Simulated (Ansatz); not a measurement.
**AlGaPH (triplet): wave-function methods side by side, cc-pVDZ**

Aim: climb from Hartree-Fock through coupled cluster and multireference methods for AlGaPH (triplet) at one geometry and basis, and see what each rung misses.

The runs use Ansatz 0.2.0, Gaussian basis; cc-pVDZ, core rule «outside noble gas», up to 24 orbitals frozen.

To be run: UHF; CCSD(T) on ROHF; CCSD(T) on UHF; BCCD(T) on ROHF; CISD; CCSDT(Q) on ROHF; CCSDT(Q) on UHF; CASSCF and NEVPT2, 10 electrons in 10 orbitals.

27 further runs of the same task are left out: 2 for a known fault of the program, 11 that didn't finish, 14 set aside as unsound or not needed.

**1. The system**

The geometry is a PBE0/def2-TZVP stationary point (not a proven minimum). No spin-orbit coupling is included. The filled d shell of Ga may be among the frozen orbitals whatever the setting's name suggests; the logs give the count.

4 atoms, charge 0, spin multiplicity 3.

Atoms are counted from 1 here; the program's logs count them from 0.

Bond lengths: Al1–P2 2.264 Å, Al1–Ga3 2.612 Å, Al1–H4 1.731 Å, P2–Ga3 2.272 Å, Ga3–H4 1.923 Å. Angles: P2–Al1–Ga3 55.0°, P2–Al1–H4 102.4°, Ga3–Al1–H4 47.4°, Al1–P2–Ga3 70.3°, Al1–Ga3–P2 54.7°, Al1–Ga3–H4 41.5°, P2–Ga3–H4 96.2°, Al1–H4–Ga3 91.1°.

**2. UHF**

in.yaml

```yaml
crystal:
  periodic: [false, false, false]
  atoms:
    - {symbol: Al, position_ang: [0.000000, 1.003938, 1.483451]}
    - {symbol: P, position_ang: [0.000000, -1.182613, 0.896493]}
    - {symbol: Ga, position_ang: [0.000000, 0.110828, -0.971553]}
    - {symbol: H, position_ang: [0.000000, 1.800570, -0.053547]}
basis:
  gaussian: {orbitals: cc-pVDZ}
magnetization: {spin_polarized: true, initial_magnetization: 2}
hamiltonian: {xc: hf}
output: {orbitals: {seedname: orbitals}}
```

Started as:

```bash
> ansatz run in.yaml --threads 1 --pin off --events-out ev --progress --plain --max-ram 2393MiB
```

The runs that follow: CCSD(T) on ROHF; CCSD(T) on UHF; BCCD(T) on ROHF; CISD; CCSDT(Q) on ROHF; CCSDT(Q) on UHF; CASSCF and NEVPT2, 10 electrons in 10 orbitals.

**Question.** What will the summary of the whole plan be? Wanted: UCCSDT(Q) below the RHF energy; RMP2 from UCCSDT(Q); UMP2 from UCCSDT(Q); RCCSD from UCCSDT(Q); RCCSD(T) from UCCSDT(Q); UCCSD(T) from UCCSDT(Q); RCCSDT(Q) from UCCSDT(Q); NEVPT2 frontier from UCCSDT(Q); T1 diagnostic.

As calculated:

| quantity | value |
| --- | --- |
| UCCSDT(Q) below the RHF energy | -7.1401 eV |
| RMP2 from UCCSDT(Q) | +28.31 kcal/mol |
| UMP2 from UCCSDT(Q) | +28.84 kcal/mol |
| RCCSD from UCCSDT(Q) | +10.89 kcal/mol |
| RCCSD(T) from UCCSDT(Q) | +1.91 kcal/mol |
| UCCSD(T) from UCCSDT(Q) | +1.85 kcal/mol |
| RCCSDT(Q) from UCCSDT(Q) | +0.22 kcal/mol |
| NEVPT2 frontier from UCCSDT(Q) | +30.61 kcal/mol |
| levels within 1 kcal/mol (43 meV) | UCCSDT, RCCSDT(Q) |
| T1 diagnostic | 0.037 |

**Reading.** RCCSD(T) misses by +1.91 kcal/mol, 1.2 % of the correlation energy. These misses are within one basis, not against nature; the frozen cores of restricted and unrestricted runs differ, which can shift their rows.
